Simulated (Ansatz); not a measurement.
# YMgC6N6: the cost of one run

Computed with Ansatz 0.2.0 (DFT PBE, scalar-relativistic, plane waves, PAW, unless a step's input says otherwise).

## Step 1: Starting point

It takes space group Fm-3m (No. 225, cubic). The conventional cell has a = 10.702 Å, b = 10.702 Å, c = 10.702 Å, α = 90.00°, β = 90.00°, γ = 90.00°. Y (site symmetry m-3m) has 6 C at 2.11 Å in its first shell of neighbours. Mg (site symmetry m-3m) is surrounded by 6 N at 2.07 Å. C (site symmetry 4mm) has 1 N at 1.17 Å in its first shell of neighbours. Around N (site symmetry 4mm) lie 1 C at 1.17 Å.

Coordinates:

```
CELL_PARAMETERS angstrom
0.00000 5.35100 5.35100
5.35100 0.00000 5.35100
5.35100 5.35100 0.00000
ATOMIC_POSITIONS crystal
Y 0.00000 0.00000 0.00000
Mg 0.50000 0.50000 0.50000
C 0.80321 0.19679 0.19679
C 0.19679 0.80321 0.19679
C 0.19679 0.19679 0.80321
C 0.19679 0.80321 0.80321
C 0.80321 0.19679 0.80321
C 0.80321 0.80321 0.19679
N 0.69389 0.30611 0.30611
N 0.30611 0.69389 0.30611
N 0.30611 0.30611 0.69389
N 0.30611 0.69389 0.69389
N 0.69389 0.30611 0.69389
N 0.69389 0.69389 0.30611
```

A structure generator made this guess: cyanide-bridged rock-salt net of two metals, 0 guest cations a cell (Fm-3m, No. 225). The dimensions are guesses.

## Step 2: The guess as it stands, on a coarse mesh

Contents of input.yaml:

```yaml
crystal:
  lattice:
    - [0.0, 5.351, 5.351]
    - [5.351, 0.0, 5.351]
    - [5.351, 5.351, 0.0]
  atoms:
    - { symbol: "Y", position: [0.0, 0.0, 0.0] }
    - { symbol: Mg, position: [0.5, 0.5, 0.5] }
    - { symbol: C, position: [0.80321435, 0.19678565, 0.19678565] }
    - { symbol: C, position: [0.19678565, 0.80321435, 0.19678565] }
    - { symbol: C, position: [0.19678565, 0.19678565, 0.80321435] }
    - { symbol: C, position: [0.19678565, 0.80321435, 0.80321435] }
    - { symbol: C, position: [0.80321435, 0.19678565, 0.80321435] }
    - { symbol: C, position: [0.80321435, 0.80321435, 0.19678565] }
    - { symbol: "N", position: [0.69388899, 0.30611101, 0.30611101] }
    - { symbol: "N", position: [0.30611101, 0.69388899, 0.30611101] }
    - { symbol: "N", position: [0.30611101, 0.30611101, 0.69388899] }
    - { symbol: "N", position: [0.30611101, 0.69388899, 0.69388899] }
    - { symbol: "N", position: [0.69388899, 0.30611101, 0.69388899] }
    - { symbol: "N", position: [0.69388899, 0.69388899, 0.30611101] }
basis:
  ecutwfc: 420
kpoints:
  mp_grid: { grid: [4, 4, 4] }
hamiltonian:
  xc: pbe
scf:
  occupations: { method: gaussian, width: 0.1 }
  lower_state_search: "off"
output:
  forces: true
  stress: true
  eigenvalues: true
```

On the command line:

```console
$ ansatz run input.yaml --threads 1 --pin off --max-ram 2560MiB --backend cpu --events-out ev --progress --plain --runs-dir out
```

**Question.** How long does this run take on 1 thread of AMD EPYC 9R45 (Zen 5), shared host, and how much memory does it need?

About 3.7 s, with a peak of 0.63 GiB.
